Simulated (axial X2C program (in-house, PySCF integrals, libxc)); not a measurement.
**Linear ClGeCl⁺ at several levels**

An exercise on one series of results from a longer session: the logs are not shown, and one member is left open.

The runs use an in-house X2C program for linear molecules on PySCF integrals; all-electron X2C, two-component (2c) or spin-free, Cl dyall-av3z, Ge dyall-v3z.

All values are calculated.

2 further runs of the same task are left out: 2 set aside as unsound or not needed.

Set-up of the first run:

task.json reads:

```json
{"zs": [17, 32, 17], "q": 1, "bas": ["dyall-av3z", "dyall-v3z", "dyall-av3z"], "r0": [2.2, 2.2], "symm": 1, "scan": ["PBE0", "HF", "PBE"], "levels": ["PBE0", "HF", "B3LYP"], "nst": 2}
```

Keys: zs atomic numbers; q charge; bas basis sets; r0 starting distance in Å; symm equal bonds; scan levels of the two-bond scan (MP2 follows by itself at each HF point); levels methods; nst determinants followed.

On the command line:

```console
$ python solin.py task.json out
```

Masses Cl 34.969, Ge 73.921, Cl 34.969 u.

Among the steps run: Scan at PBE0, 2c; Scan at HF, 2c; Scan at PBE, 2c.

One of the session's tables, all rows but one given; the rest of the session is left out.

```
          level  r(Cl–Ge) (Å)  r(Ge–Cl) (Å)  lower stretch (cm⁻¹)  upper stretch (cm⁻¹)
       PBE0, 2c         2.149         2.149                 343.1                 378.6
         HF, 2c         2.165         2.165                 219.6                 324.6
        PBE, 2c         2.173         2.173                 327.8                 376.6
        MP2, 2c         2.128         2.128                 371.7                 438.6
PBE0, spin-free         2.149         2.149                 343.4                 379.0
  HF, spin-free         2.164         2.164                 221.3                 325.4
 PBE, spin-free         2.173         2.173                 328.1                 377.0
 MP2, spin-free             ?             ?                     ?                     ?
```

Estimate the missing values for MP2, spin-free.

**Answer.** r(Cl–Ge) (Å): 2.128; r(Ge–Cl) (Å): 2.128; lower stretch (cm⁻¹): 371.9; upper stretch (cm⁻¹): 439.0.

Scans not shown above were run alike.

To keep in mind: The molecule was held linear; bending was not examined, so a bent shape may lie lower.
